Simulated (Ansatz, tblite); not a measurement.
# The cluster Zn₁₀O₁₀: rung by rung

One table from this session's results is given with a row withheld; the runs are named, their logs left out.

Program: Ansatz 0.2.0, Gaussian basis. Level of theory: as each input shows. These are calculated values, not measurements.

The runs, in order: GFN1-xTB, GFN2-xTB, PBE-D4/def2-SVP, r2SCAN-D4/def2-SVP, LDA/def2-SVP, r2SCANh-D4/def2-SVP, PBE-QIDH/def2-SVP, PBE0-D4/def2-TZVP, PBE-D4/def2-TZVP, HF/STO-3G, HF/6-31G, B3LYP-D4/6-31G, MP2/def2-SVP, RPA/def2-SVP.

## The structure

The geometry is that of the singlet, from an earlier relaxation (PBE-D4/def2-SVP).

20 atoms, charge 0, spin multiplicity 1.

Bond lengths: Zn1–O11 1.862 Å, Zn1–O12 1.853 Å, Zn1–O13 2.171 Å, Zn2–O11 1.883 Å, Zn2–O14 1.855 Å, Zn2–O15 2.083 Å, Zn3–O11 2.096 Å, Zn3–O13 1.859 Å, Zn3–O15 1.877 Å, Zn4–O15 1.803 Å, Zn4–O16 1.779 Å, Zn5–O12 1.872 Å, Zn5–O17 1.871 Å, Zn5–O18 2.081 Å, Zn6–O12 2.171 Å, Zn6–O13 1.867 Å, Zn6–O18 1.863 Å, Zn7–O17 2.151 Å and more. Angles: O11–Zn1–O12 155.2°, O11–Zn1–O13 93.5°, O12–Zn1–O13 94.4°, O11–Zn2–O14 148.8°, O11–Zn2–O15 89.9°, O14–Zn2–O15 114.1°, O11–Zn3–O13 96.0°, O11–Zn3–O15 89.7°, O13–Zn3–O15 158.5°, O15–Zn4–O16 160.7°, O12–Zn5–O17 153.9°, O12–Zn5–O18 94.5°, O17–Zn5–O18 93.6°, O12–Zn6–O13 94.0°, O12–Zn6–O18 91.9°, O13–Zn6–O18 157.6°, O17–Zn7–O18 91.5°, O17–Zn7–O19 112.4° and more.

PBE0-D4/def2-SVP was run before; its log isn't repeated, and its numbers join the tables.

Set-up of the first run:

Tight binding, by tblite at 300 K electronic temperature and without a spin-polarisation term:

```python
tblite.interface.Calculator('GFN1-xTB', numbers, positions, charge=0, uhf=0).singlepoint()
```

Tight binding, by tblite at 300 K electronic temperature and without a spin-polarisation term:

```python
tblite.interface.Calculator('GFN2-xTB', numbers, positions, charge=0, uhf=0).singlepoint()
```

start.molden holds the orbitals of an earlier run on this state, given as this run's starting guess.

The input, in.yaml:

```yaml
crystal:
  periodic: [false, false, false]
  atoms:
    - {symbol: Zn, position_ang: [-2.191094, -2.167456, -0.862745]}
    - {symbol: Zn, position_ang: [-1.969024, 1.023182, -0.923332]}
    - {symbol: Zn, position_ang: [-2.699780, -0.467436, 1.146944]}
    - {symbol: Zn, position_ang: [-1.251987, 2.641880, 1.448972]}
    - {symbol: Zn, position_ang: [0.873840, -2.391856, -1.139558]}
    - {symbol: Zn, position_ang: [-0.462906, -2.848870, 1.065938]}
    - {symbol: Zn, position_ang: [2.409027, -1.161659, 0.797619]}
    - {symbol: Zn, position_ang: [1.182638, 0.816420, -1.641598]}
    - {symbol: Zn, position_ang: [0.713334, 3.141749, -0.341259]}
    - {symbol: Zn, position_ang: [3.145048, 1.430790, 0.265133]}
    - {symbol: O, position_ang: [-3.051579, -0.517572, -0.918342]}
    - {symbol: O, position_ang: [-0.749088, -3.319102, -1.034024]}
    - {symbol: O, position_ang: [-2.216266, -2.255603, 1.306652]}
    - {symbol: O, position_ang: [-0.406040, 1.863828, -1.464323]}
    - {symbol: O, position_ang: [-2.495064, 1.395986, 1.057147]}
    - {symbol: O, position_ang: [0.058446, 3.827349, 1.246559]}
    - {symbol: O, position_ang: [1.920662, -0.846273, -1.272931]}
    - {symbol: O, position_ang: [1.383167, -2.723471, 0.851161]}
    - {symbol: O, position_ang: [3.474517, 0.170758, 1.476790]}
    - {symbol: O, position_ang: [2.332151, 2.387366, -1.064802]}
basis:
  gaussian: {orbitals: def2-SVP, fitting: {mean_field: def2-universal-jkfit}, initial_orbitals: start.molden}
hamiltonian: {xc: pbe, dispersion: d4}
scf: {omitted_lower_state_checks: [starts]}
output: {orbitals: {seedname: orbitals}}
```

Run with:

```sh
> ansatz run in.yaml --threads 2 --pin off --events-out ev --progress --plain --max-ram 32768MiB --backend cuda --devices 0, --max-vram 18GiB
```

Among the steps run: PBE-D4/def2-SVP; r2SCAN-D4/def2-SVP; LDA/def2-SVP; r2SCANh-D4/def2-SVP; PBE-QIDH/def2-SVP; PBE0-D4/def2-TZVP; PBE-D4/def2-TZVP; HF/STO-3G; HF/6-31G; B3LYP-D4/6-31G; MP2/def2-SVP; RPA/def2-SVP.

One table of the session follows, with a row left open; its other results are not shown here.

It belongs to the step «Binding energy». 

| level | binding an atom (eV) |
| --- | --- |
| HF/STO-3G | 2.258 |
| HF/6-31G | 1.766 |
| HF/def2-SVP | 1.645 |
| LDA/def2-SVP | 3.977 |
| PBE-D4/def2-SVP | 3.309 |
| PBE-D4/def2-TZVP | 3.050 |
| r2SCAN-D4/def2-SVP | 3.342 |
| r2SCANh-D4/def2-SVP | 3.235 |
| B3LYP-D4/6-31G | ? |
| PBE0-D4/def2-SVP | 3.083 |
| PBE0-D4/def2-TZVP | 2.890 |
| PBE-QIDH/def2-SVP | 3.022 |
| RPA/def2-SVP | 2.520 |
| MP2/def2-SVP | 3.088 |

**Question.** Estimate the row for B3LYP-D4/6-31G.

**Answer.** binding an atom (eV): 3.326. In the column «binding an atom (eV)» it lies between PBE-D4/def2-SVP (3.309) and r2SCAN-D4/def2-SVP (3.342).

To keep in mind: Free atoms were run apart at each level; binding is atoms less cluster, divided by the number of atoms, without zero-point or spin-orbit terms.
